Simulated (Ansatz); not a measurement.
Write a Python script for Ansatz 0.2.0, Python API that makes cell relaxations under several functionals of CsAuF₃, space group Pm-3m. Use (first run): LDA, PAW, the default cutoff (420 eV here), 3×3×3 k-points, Fermi-Dirac smearing of 0.1 eV.

The script reads `csauf3.cif`:
```cif
data_CsAuF3
_cell_length_a 4.567677
_cell_length_b 4.567677
_cell_length_c 4.567677
_cell_angle_alpha 90.00000
_cell_angle_beta 90.00000
_cell_angle_gamma 90.00000
_symmetry_space_group_name_H-M 'P 1'
_symmetry_Int_Tables_number 1
loop_
_symmetry_equiv_pos_as_xyz
'x, y, z'
loop_
_atom_site_label
_atom_site_type_symbol
_atom_site_fract_x
_atom_site_fract_y
_atom_site_fract_z
Cs1 Cs    0.500000    0.500000    0.500000
Au2 Au    0.000000    0.000000    0.000000
F3 F    0.000000    0.000000    0.500000
F4 F    0.500000    0.000000    0.000000
F5 F    0.000000    0.500000    0.000000
```

The script, `lattice_csauf3.py`:
```python
"""How the lattice of CsAuF3 depends on the functional."""

import ansatz
from ase.io import read
import numpy as np

def edges_and_angles(cell):
    cell = np.asarray(cell)
    a, b, c = np.linalg.norm(cell, axis=1)
    cosines = cell[1] @ cell[2] / (b * c), cell[0] @ cell[2] / (a * c), cell[0] @ cell[1] / (a * b)
    return (a, b, c, *np.degrees(np.arccos(cosines)))


def main() -> None:
    atoms = read("csauf3.cif")
    cell = ansatz.Crystal.from_ase(atoms)

    calculation = (
        cell.calculation()
        .kpoints(3, 3, 3)
        .occupations("fermi_dirac")
        .accuracy("medium")
        .relax(cell=True, force_tolerance=0.01, density_extrapolation="second_order")
    )

    levels = [("lda", "none"), ("pbesol", "d3bj"), ("pbesol", "none")]
    print("level            a       b       c    alpha   beta  gamma  V/atom  steps")
    for name, dispersion in levels:
        seen = []
        run = calculation.functional(name, dispersion=dispersion).session().plan()
        done = run.execute(on_event=lambda e: seen.append(e) if e["event"] == "relax_step" else None)
        cell = done.lattice.cell_ang
        label = name if dispersion == "none" else f"{name}+{dispersion}"
        print("{:13s} {:7.4f} {:7.4f} {:7.4f} {:6.2f} {:6.2f} {:6.2f}".format(label, *edges_and_angles(cell)), f"{abs(np.linalg.det(cell)) / len(done.lattice.sites):7.3f} {len(seen):5d}")


if __name__ == "__main__":
    main()
```

```console
$ python lattice_csauf3.py
level            a       b       c    alpha   beta  gamma  V/atom  steps
DeckWarning: basis.ecutwfc = 420 eV, auto-derived from the records' recommended cutoffs: set by Cs (normal level)
lda            4.4050  4.4050  4.4050  90.00  90.00  90.00  17.095     7
pbesol+d3bj    4.4485  4.4485  4.4485  90.00  90.00  90.00  17.607     7
pbesol         4.4820  4.4820  4.4820  90.00  90.00  90.00  18.008     6
```
(Warnings from the package without file and line.)

From smallest to largest: LDA (17.10 Å³ an atom, -10.3 % against the start), PBEsol+D3BJ (17.61 Å³ an atom, -7.6 % against the start) and PBEsol (18.01 Å³ an atom, -5.5 % against the start). The spread is 5.3 % in volume.

Caveats:
- These settings explore the input space; cutoff and mesh may be short of convergence.
- The cell holds an odd number of electrons and is run without spin, so a magnetic state may lie lower.
- Forces vanish by symmetry, so the ions can't move, and the end may be a saddle.
- Dispersion corrections can be off by several per cent in the lattices of metals, and by several GPa in the pressure at a fixed cell.
- For a metal this mesh is far too coarse, so the numbers only illustrate the procedure.
- Spin-orbit coupling, which matters for elements this heavy, is left out.
- This cell is a computed structure, which may not be the phase found in nature.
- It ran for 24 s on 1 thread of Intel(R) Xeon(R) Processor @ 2.30GHz, with other jobs on the host, peak memory 0.61 GiB.
